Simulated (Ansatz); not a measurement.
# Ti2Cd: the cost of one run

Program: Ansatz 0.2.0, driven from Python. Level of theory: DFT LDA, plane waves, PAW. These are calculated values, not measurements.

## Step 1: The system

It takes space group I4/mmm (No. 139, tetragonal). The conventional cell has a = 2.865 Å, b = 2.865 Å, c = 13.420 Å, α = 90.00°, β = 90.00°, γ = 90.00°. Around Ti (site symmetry 4mm) lie 8 Ti at 2.84 to 2.87 Å and 4 Cd at 3.11 Å. Cd (site symmetry 4/mmm) is surrounded by 4 Cd at 2.87 Å and 8 Ti at 3.11 Å.

The script holds or builds the structure itself.

## Step 2: The code

File ti2cd.py:

```python
"""How the energy of Ti2Cd depends on the smearing."""

import ansatz as az
import matplotlib.pyplot as plt

lattice = az.Lattice.of(
    (-1.4325, 1.4325, 6.71),
    (1.4325, -1.4325, 6.71),
    (1.4325, 1.4325, -6.71),
)
sites = [
    ("Ti", (0.324, 0.324, 0.0)),
    ("Ti", (0.676, 0.676, 0.0)),
    ("Cd", (0.0, 0.0, 0.0)),
]
cell = az.Crystal(lattice=lattice)
for symbol, position in sites:
    cell = cell.atom(symbol, position)

job = (
    cell.calculation()
    .scf(tolerance=1e-08)
    .functional(az.Functional.LDA)
    .kpoints(spacing=0.23)
    .eigensolver("davidson", full_accuracy=True)
)

rows = []
for value in [0.25, 0.15, 0.1, 0.05, 0.025]:
    rep = job.occupations("cold", width=value).run(threads=1, pin="off").report
    rows.append((value, rep["free_energy_ev"] / len(rep["lattice"]["sites"]), rep["n_iterations"], rep["n_kpoints"]))

print("  width (eV)   F/atom (eV)    iterations      k-points")
for row in rows:
    print(f"{str(row[0]):>12s}  {row[1]:12.5f}  {row[2]:12d}  {row[3]:12d}")

# differences from the last row
for row in rows[:-1]:
    shift = 1000 * (row[1] - rows[-1][1])
    print(f"{row[0]}: {shift:+.2f} meV/atom" + ("  (within 5 meV)" if abs(shift) < 5 else ""))
plt.figure(figsize=(4.5, 3))
plt.plot([str(row[0]) for row in rows], [1000 * (row[1] - rows[-1][1]) for row in rows], "o-")
plt.xlabel("width (eV)")
plt.ylabel("F - F(last) (meV/atom)")
plt.tight_layout()
plt.savefig("smear.png", dpi=100)
```

## Step 3: The input behind the calls

The engine receives this input (first run):

```yaml
crystal:
  lattice:
    - [-1.4325, 1.4325, 6.71]
    - [1.4325, -1.4325, 6.71]
    - [1.4325, 1.4325, -6.71]
  atoms:
    - { symbol: Ti, position: [0.324, 0.324, 0.0] }
    - { symbol: Ti, position: [0.676, 0.676, 0.0] }
    - { symbol: Cd, position: [0.0, 0.0, 0.0] }
kpoints:
  mp_grid:
    kspacing: 0.23
hamiltonian:
  xc: lda
scf:
  convergence:
    dr2_threshold: 1.0e-08
  occupations:
    method: cold
    width: 0.25
  eigensolver:
    kind: davidson
    full_accuracy: true
```

## Step 4: Launch

Started as:

```console
python ti2cd.py
```

What time and memory should one allow on 1 thread of Arm Neoverse V1, shared host?

About 3.5 min, with a peak of 0.55 GiB.
